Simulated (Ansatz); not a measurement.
# Li: squeezing one contact

The task here is to estimate one member of a computed series from the others.

Method: DFT, r2SCAN, PAW with Ansatz's default frozen-core files, scalar-relativistic, in Ansatz 0.2.0.

1 further run of the same task is left out (it didn't finish).

### The structure to begin with

Symmetry: Fd-3m, No. 227, cubic system. The conventional cell has a = 5.867 Å, b = 5.867 Å, c = 5.867 Å, α = 90.00°, β = 90.00°, γ = 90.00°. Around Li (site symmetry -43m) lie 4 Li at 2.54 Å.

Coordinates:

```
Li
1.0
     0.00000    2.93330    2.93330
     2.93330    0.00000    2.93330
     2.93330    2.93330    0.00000
Li
2
Direct
  0.87500 0.87500 0.87500
  0.12500 0.12500 0.12500
```

Atoms are numbered in the order of the input: Li1, Li2.

Set-up of the first run:

input.yaml

```yaml
crystal:
  lattice:
    - [0.0, 2.9332963867, 2.9332963867]
    - [2.9332963867, 0.0, 2.9332963867]
    - [2.9332963867, 2.9332963867, 0.0]
  atoms:
    - { symbol: Li, position: [-0.125, -0.125, -0.125] }
    - { symbol: Li, position: [0.125, 0.125, 0.125] }
kpoints:
  mp_grid: { grid: [9, 9, 9] }
scf:
  occupations: { method: fermi_dirac, width: 0.05 }
hamiltonian:
  xc: r2scan
  pseudopotentials: { kind: paw }
output:
  forces: true
  stress: true
  eigenvalues: true
  efg: { contact_densities: true }
  populations: true
```

Started as:

```sh
ansatz run input.yaml --threads 1 --pin off --max-ram 2048MiB --backend cpu --events-out ev --progress --plain --runs-dir out
```

Steps of the session up to this table: Shortest bond scaled by 1, PAW; Shortest bond scaled by 0.94, PAW; Shortest bond scaled by 0.88, PAW; Shortest bond scaled by 0.76, PAW; Shortest bond scaled by 0.58, PAW; Shortest bond scaled by 0.58, PAW (partial_waves polarizable).

One table of the session follows, with a row left open; its other results are not shown here.

| method | length (Å) | F from the given length (eV/cell) | force along the bond (eV/Å) | pressure (GPa) | largest force (eV/Å) |
| --- | --- | --- | --- | --- | --- |
| PAW | 1.473 | ? | ? | ? | ? |
| PAW | 1.931 | 0.392 | 1.601 | 0.24 | 1.601 |
| PAW | 2.235 | 0.075 | 0.565 | 0.17 | 0.565 |
| PAW | 2.388 | 0.016 | 0.228 | 0.18 | 0.228 |
| PAW | 2.540 | 0.000 | 0.000 | 0.19 | 0.000 |
| PAW (partial_waves polarizable) | 1.473 | – | 4.527 | 1.09 | 4.527 |

Estimate the missing values for PAW, 1.473.

The run gave: F from the given length (eV/cell): 1.695; force along the bond (eV/Å): 4.538; pressure (GPa): 1.11; largest force (eV/Å): 4.538. In the column «F from the given length (eV/cell)» it is the highest.
